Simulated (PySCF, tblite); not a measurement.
# C4H9B2F3Si: geometry, infrared bands and NMR shifts

Wanted: the infrared bands and NMR shifts of C4H9B2F3Si (`C=C(C)BB[SiH2]C(F)(F)F`), by calculation.

Programs: tblite 0.8.0 and PySCF 2.14.0, with density-fitted response routines of our own. Each step states its level of theory. These are calculated values for one molecule in the gas phase, unless marked as measured. Atoms are numbered from 0 throughout.

## Step 1: The starting structure

19 atoms, charge 0, multiplicity 1; geometry from: force field or distance geometry start.

Bonds of the start (Å): C0–C1 1.33, C1–C2 1.50, C1–B3 1.57, B3–B4 1.66, B4–Si5 1.94, Si5–C6 1.89, C6–F7 1.37, C6–F8 1.39, C6–F9 1.40, C0–H10 1.09, C0–H11 1.10, C2–H12 1.12, C2–H13 1.10, C2–H14 1.12, B3–H15 1.16, B4–H16 1.18, Si5–H17 1.47, Si5–H18 1.47.

## Step 2: Optimising the geometry with GFN2-xTB

What the job is given:

```
{"job": {"kind": "relax", "xc": "GFN2-xTB", "basis": "xTB"}, "charge": 0, "multiplicity": 1}
C     -2.907800    -1.006100    -0.886300
C     -2.115100    -0.056800    -0.391400
C     -2.503300     0.778500     0.795200
B     -0.702100     0.205800    -1.014200
B      0.588500    -0.221800    -0.068500
Si     2.236200     0.808000    -0.034200
C      3.558800    -0.427500     0.504400
F      4.814300     0.099500     0.400800
F      3.369700    -1.545000    -0.307500
F      3.256100    -0.861000     1.798500
H     -3.899100    -1.220600    -0.491400
H     -2.556500    -1.587800    -1.748300
H     -2.592900     0.079900     1.664600
H     -3.428100     1.309100     0.543200
H     -1.709800     1.529000     1.049800
H     -0.587900     0.023600    -2.155400
H      0.440100    -1.130300     0.667800
H      2.188900     1.838700     1.014300
H      2.540200     1.394100    -1.348700
```

Launch:

```bash
OMP_NUM_THREADS=1 python probes_run.py task.json out
```

This one command runs all jobs of the session in turn.

**Question.** This job is followed by: GFN2-xTB harmonic vibrations, gas phase; GIAO PBE0/pcSseg-1 NMR shielding, non-relativistic, gas phase. Predict these results of the whole session: strongest single infrared mode (GFN2-xTB); zero-point energy (GFN2-xTB); ¹³C shifts against TMS (PBE0/pcSseg-1); ¹H shifts against TMS (PBE0/pcSseg-1, means over atoms taken as alike); ¹¹B shifts against BF3·OEt2 (PBE0/pcSseg-1); ²⁹Si shifts against TMS (PBE0/pcSseg-1); ¹⁹F shifts against CFCl3 (PBE0/pcSseg-1, means over atoms taken as alike).

As calculated:

```
                                                                 quantity                                    value
                                strongest single infrared mode (GFN2-xTB)                    2195 cm⁻¹, 412 km/mol
                                             zero-point energy (GFN2-xTB)                            76.6 kcal/mol
                                   ¹³C shifts against TMS (PBE0/pcSseg-1)            160.8, 149.1, 142.1, 32.4 ppm
   ¹H shifts against TMS (PBE0/pcSseg-1, means over atoms taken as alike)  12.96, 8.68, 6.38, 6.00, 4.54, 1.97 ppm
                              ¹¹B shifts against BF3·OEt2 (PBE0/pcSseg-1)                          127.5, 90.1 ppm
                                  ²⁹Si shifts against TMS (PBE0/pcSseg-1)                                -80.6 ppm
¹⁹F shifts against CFCl3 (PBE0/pcSseg-1, means over atoms taken as alike)                                -54.0 ppm
```

Over 211 steps the energy fell by 1.076 eV; of the close pairs, Si5–C6 changed most, 1.888 to 1.960 Å. No mode is imaginary among the 51: a minimum at this level. The strongest single mode, at 2195 cm⁻¹, moves mainly H18 and H17. GFN2-xTB is a fitted tight-binding method: band positions and strengths are rough. Its intensities can rank the bands wrongly. C1 (fully substituted alkene carbon) lies farthest downfield among carbon, at 160.8 ppm; as expected for a trigonal carbon in a double bond. At PBE0/pcSseg-1: Shielding is most anisotropic at B4 (span 325 ppm, paramagnetic term -231 ppm).
